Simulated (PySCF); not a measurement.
# The bond of BAs, level by level, part 2 of 2

PySCF 2.14.0; B 6-31G(d,p), As 6-31G(d,p); no relativity. The steps go on from the part before.

## (11) CAM-B3LYP (range-separated hybrid)

Log of the SCF at 1.857 Å:

```text
[... 17 set-up lines left out, the same as in an earlier log ...]
XC functionals = CAMB3LYP
    T. Yanai, D. P. Tew, and N. C. Handy.,  Chem. Phys. Lett. 393, 51 (2004)
[... 2 set-up lines left out, the same as in an earlier log ...]
init E= -2260.37954468295
cycle= 1 E= -2260.3799216326  delta_E= -0.000377  |g|= 0.0196  |ddm|= 0.0507
cycle= 2 E= -2260.37996448741  delta_E= -4.29e-05  |g|= 0.0157  |ddm|= 0.0135
cycle= 3 E= -2260.38000078463  delta_E= -3.63e-05  |g|= 0.00107  |ddm|= 0.00511
cycle= 4 E= -2260.38000567067  delta_E= -4.89e-06  |g|= 0.000572  |ddm|= 0.0046
cycle= 5 E= -2260.38000665438  delta_E= -9.84e-07  |g|= 0.000426  |ddm|= 0.00203
cycle= 6 E= -2260.38000722959  delta_E= -5.75e-07  |g|= 0.000187  |ddm|= 0.00146
cycle= 7 E= -2260.38000747023  delta_E= -2.41e-07  |g|= 0.0001  |ddm|= 0.00117
cycle= 8 E= -2260.38000757466  delta_E= -1.04e-07  |g|= 5.04e-05  |ddm|= 0.000901
cycle= 9 E= -2260.38000760391  delta_E= -2.92e-08  |g|= 1.79e-05  |ddm|= 0.000566
cycle= 10 E= -2260.38000760687  delta_E= -2.96e-09  |g|= 5.09e-06  |ddm|= 0.000185
cycle= 11 E= -2260.38000760705  delta_E= -1.8e-10  |g|= 1.38e-06  |ddm|= 4.33e-05
Extra cycle  E= -2260.38000760706  delta_E= -8.19e-12  |g|= 9.9e-07  |ddm|= 4.59e-06
converged SCF energy = -2260.38000760706  <S^2> = 2.009823  2S+1 = 3.0065415
```

Re = 1.844 Å, ωe = 828 cm⁻¹, ωexe = 5.15 cm⁻¹, αe = 0.00396 cm⁻¹, Be = 0.5166 cm⁻¹, De = 2.90 eV, μ = -0.37 D. 16 s of CPU time for 12 points, integrals apart.

## (12) ROHF

Output of the SCF at 1.857 Å:

```text
******** <class 'pyscf.scf.hf_symm.SymAdaptedROHF'> ********
method = SymAdaptedROHF
[... 11 set-up lines left out, the same as in an earlier log ...]
max_memory 909 MB (current use 309 MB)
num. doubly occ = 18  num. singly occ = 2
Overwritten attributes  get_k get_j get_jk get_hcore get_occ  of <class 'pyscf.scf.hf_symm.SymAdaptedROHF'>
[... 1 set-up line left out, the same as in an earlier log ...]
init E= -2258.45540447965
cycle= 1 E= -2258.4625802867  delta_E= -0.00718  |g|= 0.0792  |ddm|= 0.226
cycle= 2 E= -2258.46352545479  delta_E= -0.000945  |g|= 0.0488  |ddm|= 0.102
cycle= 3 E= -2258.46415302155  delta_E= -0.000628  |g|= 0.0102  |ddm|= 0.0399
cycle= 4 E= -2258.4642245943  delta_E= -7.16e-05  |g|= 0.00278  |ddm|= 0.0211
cycle= 5 E= -2258.46423434526  delta_E= -9.75e-06  |g|= 0.00103  |ddm|= 0.00483
cycle= 6 E= -2258.4642374459  delta_E= -3.1e-06  |g|= 0.000589  |ddm|= 0.00368
cycle= 7 E= -2258.46423892318  delta_E= -1.48e-06  |g|= 0.000316  |ddm|= 0.00281
cycle= 8 E= -2258.46423934526  delta_E= -4.22e-07  |g|= 8.09e-05  |ddm|= 0.00193
cycle= 9 E= -2258.46423937711  delta_E= -3.19e-08  |g|= 7.76e-06  |ddm|= 0.000671
cycle= 10 E= -2258.46423937722  delta_E= -1.06e-10  |g|= 2.71e-06  |ddm|= 3.08e-05
Extra cycle  E= -2258.46423937723  delta_E= -1.41e-11  |g|= 1.43e-06  |ddm|= 5.73e-06
converged SCF energy = -2258.46423937723
```

Re = 1.831 Å, ωe = 878 cm⁻¹, ωexe = 5.93 cm⁻¹, αe = 0.00390 cm⁻¹, Be = 0.5240 cm⁻¹, De = 1.19 eV, μ = -1.02 D. 1.2 s of CPU time for 12 points, integrals apart.

## (13) MP2 and coupled cluster

Reference: ROHF; core orbitals frozen: 10.

The coupled-cluster run at the reference distance, 1.857 Å, printed:

```text
******** <class 'pyscf.cc.uccsd.UCCSD'> ********
CC2 = 0
CCSD nocc = (np.int64(10), np.int64(8)), nmo = (36, 36)
frozen orbitals [[0, 1, 2, 3, 4, 5, 6, 7, 8, 9], [0, 1, 2, 3, 4, 5, 6, 7, 8, 9]]
max_cycle = 80
direct = 0
conv_tol = 1e-07
conv_tol_normt = 1e-05
diis_space = 8
diis_start_cycle = 0
diis_start_energy_diff = 1e+09
max_memory 909 MB (current use 365 MB)
Init t2, MP2 energy = -0.29278225600716
Init E_corr(UCCSD) = -0.294913141774243
cycle = 1  E_corr(UCCSD) = -0.290527844238067  dE = 0.00438529754  norm(t1,t2) = 0.0983916
cycle = 2  E_corr(UCCSD) = -0.301120736728461  dE = -0.0105928925  norm(t1,t2) = 0.0370328
cycle = 3  E_corr(UCCSD) = -0.301810584541929  dE = -0.000689847813  norm(t1,t2) = 0.0256688
cycle = 4  E_corr(UCCSD) = -0.304671746545486  dE = -0.002861162  norm(t1,t2) = 0.0139039
cycle = 5  E_corr(UCCSD) = -0.304796287169924  dE = -0.000124540624  norm(t1,t2) = 0.00477052
cycle = 6  E_corr(UCCSD) = -0.304647244332501  dE = 0.000149042837  norm(t1,t2) = 0.00212755
cycle = 7  E_corr(UCCSD) = -0.304769563836408  dE = -0.000122319504  norm(t1,t2) = 0.00121661
cycle = 8  E_corr(UCCSD) = -0.304780005781612  dE = -1.04419452e-05  norm(t1,t2) = 0.000484347
cycle = 9  E_corr(UCCSD) = -0.304767250399371  dE = 1.27553822e-05  norm(t1,t2) = 0.000255795
cycle = 10  E_corr(UCCSD) = -0.304773744584881  dE = -6.49418551e-06  norm(t1,t2) = 0.000133036
cycle = 11  E_corr(UCCSD) = -0.30477287767504  dE = 8.66909841e-07  norm(t1,t2) = 6.63826e-05
cycle = 12  E_corr(UCCSD) = -0.304771377431391  dE = 1.50024365e-06  norm(t1,t2) = 2.78908e-05
cycle = 13  E_corr(UCCSD) = -0.304772292535462  dE = -9.15104071e-07  norm(t1,t2) = 1.4187e-05
cycle = 14  E_corr(UCCSD) = -0.304772337063933  dE = -4.45284713e-08  norm(t1,t2) = 6.37353e-06
UCCSD converged
E(UCCSD) = -2258.769011714294  E_corr = -0.3047723370639329
UCCSD(T) correction = -0.0114447459596945
```

Correlation energy (eV) along the bond:

```csv
R (Å),MP2,SCS-MP2,CCSD,CCSD(T),T1
1.597,-7.878,-7.279,n/a,n/a,n/a
1.671,-7.912,-7.316,-8.165,-8.430,0.021
1.746,-7.954,-7.361,-8.213,-8.495,0.023
1.801,-7.989,-7.399,-8.252,-8.549,0.024
1.857,-8.024,-7.439,-8.293,-8.605,0.026
1.913,-8.057,-7.478,-8.335,-8.662,0.027
1.987,-8.090,-7.522,-8.389,-8.735,0.030
2.080,-8.105,-7.555,-8.448,-8.813,0.034
2.191,-8.067,-7.545,-8.493,-8.874,0.040
2.340,-7.931,-7.448,n/a,n/a,n/a
```

ROHF-MP2: Re = 1.855 Å, ωe = 838 cm⁻¹, ωexe = 3.20 cm⁻¹, αe = 0.00321 cm⁻¹, Be = 0.5103 cm⁻¹, De = 2.51 eV.

ROHF-SCS-MP2: Re = 1.859 Å, ωe = 822 cm⁻¹, ωexe = 3.56 cm⁻¹, αe = 0.00346 cm⁻¹, Be = 0.5082 cm⁻¹, De = 2.31 eV.

ROHF-CCSD: Re = 1.861 Å, ωe = 809 cm⁻¹, ωexe = 5.41 cm⁻¹, αe = 0.00408 cm⁻¹, Be = 0.5073 cm⁻¹, De = 2.17 eV.

ROHF-CCSD(T): Re = 1.873 Å, ωe = 785 cm⁻¹, ωexe = 4.93 cm⁻¹, αe = 0.00402 cm⁻¹, Be = 0.5008 cm⁻¹, De = 2.39 eV.

## (14) All curves

Energy (eV) from each level's lowest point:

```csv
R (Å),ROHF,ROHF-MP2,ROHF-SCS-MP2,ROHF-CCSD,ROHF-CCSD(T),PBE,revPBE,r²SCAN,PBE0,B97-3,BHandHLYP,CAM-B3LYP
1.597,1.089,1.235,1.249,n/a,n/a,1.295,1.341,1.207,1.180,1.212,1.132,1.112
1.671,0.442,0.554,0.566,0.570,0.617,0.607,0.638,0.541,0.523,0.545,0.488,0.478
1.746,0.105,0.175,0.183,0.186,0.214,0.212,0.229,0.170,0.160,0.173,0.140,0.135
1.801,0.003,0.039,0.043,0.045,0.060,0.059,0.067,0.038,0.033,0.039,0.023,0.021
1.857,0.000,0.000,0.000,0.000,0.000,0.000,0.000,0.000,0.000,0.000,0.000,0.000
1.913,0.071,0.038,0.032,0.028,0.014,0.014,0.006,0.035,0.040,0.033,0.047,0.049
1.987,0.245,0.179,0.162,0.149,0.115,0.115,0.097,0.165,0.174,0.158,0.189,0.194
2.080,0.539,0.459,0.423,0.385,0.332,0.332,0.302,0.417,0.428,0.400,0.446,0.457
2.191,0.931,0.888,0.825,0.732,0.662,0.666,0.623,0.788,0.798,0.754,0.810,0.830
2.340,1.427,1.520,1.418,n/a,n/a,1.152,1.091,1.317,1.312,1.254,1.302,1.344
```

## (15) Constants by level of theory

This closing draws on all 2 parts.

Lowest PBE0 solution found, without spin–orbit coupling: ³Π (triplet), unpaired electrons σ ↑, π ↑. State 2 has its PBE0 minimum 0.15 eV higher, as a spin-mixed determinant (⟨S²⟩ = 1.03), so this is no gap between pure states. State 3 has its PBE0 minimum 0.85 eV higher. State 4 has its PBE0 minimum 0.83 eV higher. The other levels ran on the lowest alone.

```csv
level,Re (Å),ωe (cm⁻¹),De (eV),μ (D)
ROHF,1.831,878,1.19,-1.02
ROHF-MP2,1.855,838,2.51,n/a
ROHF-SCS-MP2,1.859,822,2.31,n/a
ROHF-CCSD,1.861,809,2.17,n/a
ROHF-CCSD(T),1.873,785,2.39,n/a
PBE,1.873,783,3.40,-0.07
revPBE,1.879,773,3.16,-0.08
r²SCAN,1.856,817,3.25,-0.33
PBE0,1.852,821,3.08,-0.27
B97-3,1.857,810,3.01,-0.21
BHandHLYP,1.845,826,2.66,-0.48
CAM-B3LYP,1.844,828,2.90,-0.37
```

De is counted to B + As in their ground configurations. A positive dipole means B(−)As(+).

Differences from CCSD(T) in the same basis:

```csv
level,Re (mÅ),ωe (%)
ROHF,-42,+11.8
ROHF-MP2,-18,+6.6
ROHF-SCS-MP2,-14,+4.6
ROHF-CCSD,-12,+3.0
PBE,0,-0.3
revPBE,+7,-1.6
r²SCAN,-17,+4.1
PBE0,-21,+4.5
B97-3,-16,+3.1
BHandHLYP,-27,+5.2
CAM-B3LYP,-29,+5.4
```

Time per point (s) on 1 thread, shared host (CPU time, shared integrals of 0.21 s apart; correlated levels include their reference; CCSD comes with the CCSD(T) run); the times are rough: ROHF 0.1, ROHF-MP2 0.18, ROHF-SCS-MP2 0.18, PBE 0.72, revPBE 0.57, r²SCAN 2.6, PBE0 1.1, B97-3 0.69, BHandHLYP 0.74, CAM-B3LYP 1.3; the reference 4.4.

The cheapest levels within 10 mÅ and 2.5 % of CCSD(T): PBE (0.72 s), revPBE (0.57 s). The dearest run takes 4.4 s.

What this shows: Judged by CCSD(T) in the same basis: best bond length PBE (0 mÅ), worst ROHF (-42 mÅ); best wavenumber PBE (-0.3 %), worst ROHF (+11.8 %). Hartree–Fock makes the bond too short and too stiff against this reference, as it mostly does. CCSD(T) in a basis this small is itself some way from its limit, more so than the functionals. Of the levels with a De here, ROHF gives the least (1.19 eV) and PBE the most (3.40 eV).

Correlated steps freeze 10 core orbitals.
